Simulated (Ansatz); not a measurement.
Working through cell relaxations under several functionals of YbPd, space group Pm-3m

With the Python package of Ansatz (0.2.0).

Run as a notebook:

```python
import warnings

import ansatz as az
import numpy as np
```

```python
def edges_and_angles(cell):
    cell = np.asarray(cell)
    a, b, c = np.linalg.norm(cell, axis=1)
    cosines = cell[1] @ cell[2] / (b * c), cell[0] @ cell[2] / (a * c), cell[0] @ cell[1] / (a * b)
    return (a, b, c, *np.degrees(np.arccos(cosines)))
```

```python
warnings.simplefilter("ignore", az.DeckWarning)

xtal = (
    az.Lattice.cubic(3.447)
    .space_group(221)
    .atom("Yb", (0.5, 0.5, 0.5))
    .atom("Pd", (0.0, 0.0, 0.0))
)
```

```python
calc = (
    xtal.calculation()
    .basis(21 * az.Ha)
    .kpoints(8)
    .occupations("fermi_dirac")
    .relax(cell=True, force_tolerance=0.005)
)
```

```python
levels = [("pbesol", "d3bj"), ("blyp", "d3bj"), ("pbesol", "none")]
print("level            a       b       c    alpha   beta  gamma  V/atom  steps")
for name, dispersion in levels:
    seen = []
    run = calc.functional(name, dispersion=dispersion).session().plan()
    outcome = run.execute(on_event=lambda e: seen.append(e) if e["event"] == "relax_step" else None)
    cell = outcome.lattice.cell_ang
    label = name if dispersion == "none" else f"{name}+{dispersion}"
    print("{:13s} {:7.4f} {:7.4f} {:7.4f} {:6.2f} {:6.2f} {:6.2f}".format(label, *edges_and_angles(cell)), f"{abs(np.linalg.det(cell)) / len(outcome.lattice.sites):7.3f} {len(seen):5d}")
```

    level            a       b       c    alpha   beta  gamma  V/atom  steps
    pbesol+d3bj    3.3721  3.3721  3.3721  90.00  90.00  90.00  19.172     6
    blyp+d3bj      3.4251  3.4251  3.4251  90.00  90.00  90.00  20.090     4
    pbesol         3.4322  3.4322  3.4322  90.00  90.00  90.00  20.216     4

From smallest to largest: PBEsol+D3BJ (19.17 Å³ an atom, -6.4 % against the start), BLYP+D3BJ (20.09 Å³ an atom, -1.9 % against the start) and PBEsol (20.22 Å³ an atom, -1.3 % against the start). The spread is 5.4 % in volume.

Semilocal functionals put the nearly full 4f shell of Yb too close to the Fermi level. Forces vanish by symmetry, so the ions can't move, and the end may be a saddle. BLYP and dispersion corrections can be off by several per cent in the lattices of metals, and by several GPa in the pressure at a fixed cell. For a metal this k-point mesh is coarse: on a finer one energies can move by several to tens of meV an atom and pressures by half a GPa or more, differences at one mesh by less. The structure is a deposited one; some such entries were measured under pressure or heat, so a shift against it needn't be the functional's error alone. Wall time of the script: 39 s on 1 thread of Arm Neoverse V2 (shared host), peak memory 0.47 GiB.
